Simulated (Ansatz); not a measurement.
# ClFH2N2W: up Jacob's ladder to CCSD(T)

An exercise on one series of results from a longer session: the logs are not shown, and one member is left open.

The runs use Ansatz 0.2.0, Gaussian basis; functionals in def2-TZVPP, the program's frozen cores in correlated methods.

The runs, in order: LDA (SPW92), PBE-D4, revPBE-D4, BLYP-D4, r2SCAN-D4, B97M-V, PBE0-D4, B3LYP-D4, r2SCANh-D4, r2SCAN0-D4, HSE06-D4, BHLYP-D4, CAM-B3LYP-D4, LC-ωPBE, ωB97X-V, ωB97M-V, B2PLYP, PBE-QIDH; CCSD(T)/def2-SVP; CCSD(T)/def2-TZVPP; MP2/def2-QZVPP; extrapolation to the limit; RPA on PBE.

## The geometry

All runs share one geometry, relaxed beforehand with PBE0-D4 in a triple-zeta def2 set. W takes the def2 core potential; no spin-orbit term is included.

SMILES `[NH]=[W](=[NH])([F])[Cl]`, 7 atoms, charge 0, spin multiplicity 1.

Atoms are counted from 1 here; the program's logs count them from 0.

Bond lengths: N1–W2 1.738 Å, N1–H6 1.008 Å, W2–N3 1.738 Å, W2–F4 1.867 Å, W2–Cl5 2.279 Å, N3–H7 1.008 Å. Angles: W2–N1–H6 155.2°, N1–W2–N3 110.1°, N1–W2–F4 108.3°, N1–W2–Cl5 107.6°, N3–W2–F4 108.3°, N3–W2–Cl5 107.6°, F4–W2–Cl5 115.1°, W2–N3–H7 155.2°.

Set-up of the first run:

in.yaml reads:

```yaml
crystal:
  periodic: [false, false, false]
  atoms:
    - {symbol: N, position_ang: [-1.175561, 0.515072, 0.768055]}
    - {symbol: W, position_ang: [-0.101332, 0.002509, -0.498726]}
    - {symbol: N, position_ang: [1.297774, -0.771610, 0.182923]}
    - {symbol: F, position_ang: [-1.000365, -1.242558, -1.560869]}
    - {symbol: Cl, position_ang: [0.611179, 1.869850, -1.592987]}
    - {symbol: H, position_ang: [-1.463126, 0.652158, 1.724856]}
    - {symbol: H, position_ang: [1.892629, -1.093421, 0.930947]}
basis:
  gaussian: {orbitals: def2-TZVPP}
hamiltonian: {xc: lda}
output: {orbitals: {seedname: orbitals}}
```

Command:

```console
ansatz run in.yaml --threads 4 --pin off --events-out ev --progress --plain --max-ram 10444MiB
```

Steps of the session up to this table: LDA; PBE-D4 (GGA); revPBE-D4 (GGA); BLYP-D4 (GGA); r2SCAN-D4 (meta-GGA); B97M-V (meta-GGA); PBE0-D4 (hybrid); B3LYP-D4 (hybrid); r2SCANh-D4 (hybrid); r2SCAN0-D4 (hybrid); HSE06-D4 (hybrid); BHLYP-D4 (hybrid); CAM-B3LYP-D4 (range-separated); LC-ωPBE (range-separated); ωB97X-V (range-separated); ωB97M-V (range-separated); B2PLYP (double hybrid); PBE-QIDH (double hybrid).

One table of the session follows, with a row left open; its other results are not shown here.

It belongs to the step «Frontier levels by functional». 

| functional | HOMO (eV) | LUMO (eV) | gap (eV) |
| --- | --- | --- | --- |
| LDA (SPW92) | -7.08 | -3.01 | 4.07 |
| PBE-D4 | -6.89 | -2.74 | 4.15 |
| revPBE-D4 | -6.81 | -2.63 | 4.18 |
| BLYP-D4 | -6.74 | -2.64 | 4.11 |
| r2SCAN-D4 | -7.20 | -2.65 | 4.54 |
| B97M-V | -7.25 | -2.62 | 4.62 |
| PBE0-D4 | -8.23 | -1.96 | 6.27 |
| B3LYP-D4 | -7.99 | -2.19 | 5.80 |
| r2SCANh-D4 | -7.70 | -2.36 | 5.34 |
| r2SCAN0-D4 | -8.45 | -1.91 | 6.54 |
| HSE06-D4 | -7.83 | -2.34 | 5.50 |
| BHLYP-D4 | -9.46 | -1.06 | 8.40 |
| CAM-B3LYP-D4 | -9.56 | -0.91 | 8.66 |
| LC-ωPBE | -10.89 | 0.26 | 11.15 |
| ωB97X-V | ? | ? | ? |
| ωB97M-V | -10.43 | 0.13 | 10.56 |

Estimate the missing values for ωB97X-V.

**Answer.** HOMO (eV): -10.54; LUMO (eV): 0.18; gap (eV): 10.72. In the column «HOMO (eV)» it lies between LC-ωPBE (-10.89) and ωB97M-V (-10.43).
